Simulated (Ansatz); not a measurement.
# GeBH₄+: one structure at several levels

A test off equilibrium: a structure displaced at random from a GFN2-xTB minimum is computed at several levels, and each is set against CCSD(T).

Program: Ansatz 0.2.0, Gaussian basis. Level of theory: single points in def2-TZVPP. These are calculated values, not measurements.

Correlated methods freeze the cores. Filled d shells of the heavier atoms are correlated.

## Step 1: Where the work starts

SMILES `[BH2][GeH2+]`, 6 atoms, charge 1, spin multiplicity 1.

Atoms are counted from 1 here; the program's logs count them from 0.

Bond lengths: B1–Ge2 2.111 Å, B1–H3 1.033 Å, B1–H4 1.155 Å, Ge2–H5 1.531 Å, Ge2–H6 1.768 Å. Angles: Ge2–B1–H3 115.7°, Ge2–B1–H4 112.3°, H3–B1–H4 132.0°, B1–Ge2–H5 128.6°, B1–Ge2–H6 125.1°, H5–Ge2–H6 105.8°.

Geometry (Å):

```xyz
6
BGeH4
B    -0.1192   -1.1620    0.1469
Ge    0.0749    0.9130   -0.1877
H    -1.0863   -1.5256    0.1572
H     0.9035   -1.6800    0.2908
H     0.0394    1.6731   -1.5161
H     0.0778    2.1508    1.0744
```

## Step 2: CCSD(T)/def2-TZVPP

Contents of run/in.yaml:

```yaml
crystal:
  periodic: [false, false, false]
  atoms:
    - {symbol: B, position_ang: [-0.119200, -1.162000, 0.146900]}
    - {symbol: Ge, position_ang: [0.074900, 0.913000, -0.187700]}
    - {symbol: H, position_ang: [-1.086300, -1.525600, 0.157200]}
    - {symbol: H, position_ang: [0.903500, -1.680000, 0.290800]}
    - {symbol: H, position_ang: [0.039400, 1.673100, -1.516100]}
    - {symbol: H, position_ang: [0.077800, 2.150800, 1.074400]}
basis:
  gaussian: {orbitals: def2-TZVPP}
total_charge: 1
correlation: {method: ccsd_t}
output: {forces: true}
```

The command line of these runs was not kept.

## Step 3: PBE0-D4/def2-TZVPP

Changes to run/in.yaml since step 2:

```diff
@@ -12,3 +12,3 @@
 total_charge: 1
-correlation: {method: ccsd_t}
-output: {forces: true}
+hamiltonian: {xc: pbe0, dispersion: d4}
+output: {forces: true, orbitals: {seedname: orbitals}}
```

## Step 4: wB97M-V/def2-TZVPP

Changes to run/in.yaml since step 3:

```diff
@@ -12,3 +12,3 @@
 total_charge: 1
-hamiltonian: {xc: pbe0, dispersion: d4}
-output: {forces: true, orbitals: {seedname: orbitals}}
+hamiltonian: {xc: {name: wB97M-V}}
+output: {forces: true}
```

## Step 5: r2SCAN-D4/def2-TZVPP

Changes to run/in.yaml since step 4:

```diff
@@ -12,3 +12,3 @@
 total_charge: 1
-hamiltonian: {xc: {name: wB97M-V}}
+hamiltonian: {xc: r2scan, dispersion: d4}
 output: {forces: true}
```

## Step 6: PBE-D4/def2-TZVPP

Changes to run/in.yaml since step 5:

```diff
@@ -12,3 +12,3 @@
 total_charge: 1
-hamiltonian: {xc: r2scan, dispersion: d4}
+hamiltonian: {xc: pbe, dispersion: d4}
 output: {forces: true}
```

## Step 7: wB97X-V/def2-TZVPP

Changes to run/in.yaml since step 6:

```diff
@@ -12,3 +12,3 @@
 total_charge: 1
-hamiltonian: {xc: pbe, dispersion: d4}
+hamiltonian: {xc: {name: wB97X-V}}
 output: {forces: true}
```

## Step 8: CAM-B3LYP-D4/def2-TZVPP

Changes to run/in.yaml since step 7:

```diff
@@ -12,3 +12,3 @@
 total_charge: 1
-hamiltonian: {xc: {name: wB97X-V}}
+hamiltonian: {xc: {name: CAM-B3LYP}, dispersion: d4}
 output: {forces: true}
```

(Steps that only read results are left out.)

**Question.** What will these runs give? Wanted: energy less free atoms, CCSD(T)/def2-TZVPP; RMS force component; RMS force error; HOMO and LUMO, PBE0-D4; T1 diagnostic.

The runs gave:

| quantity | value |
| --- | --- |
| energy less free atoms, CCSD(T)/def2-TZVPP | -750.8 kJ/mol |
| RMS force component | 2.034 to 2.122 eV/Å over the methods |
| RMS force error | PBE0-D4 0.078, wB97M-V 0.074, r2SCAN-D4 0.090, PBE-D4 0.195, wB97X-V 0.065, CAM-B3LYP-D4 0.051 eV/Å |
| HOMO and LUMO, PBE0-D4 | -14.88 and -9.25 eV |
| T1 diagnostic | 0.012 |

In words: Against CCSD(T) the functionals' energies less atoms differ by -41.7 to -14.9 kJ/mol, PBE-D4 by -23.3 kJ/mol. A larger basis would deepen the CCSD(T) value, while the functionals are nearly converged already, so the order here is not reliable. The forces of CAM-B3LYP-D4 come nearest to CCSD(T), those of PBE-D4 are farthest. Frozen-core CCSD(T) forces in triple zeta carry basis errors of their own, and this is one geometry, so small gaps rank nothing.
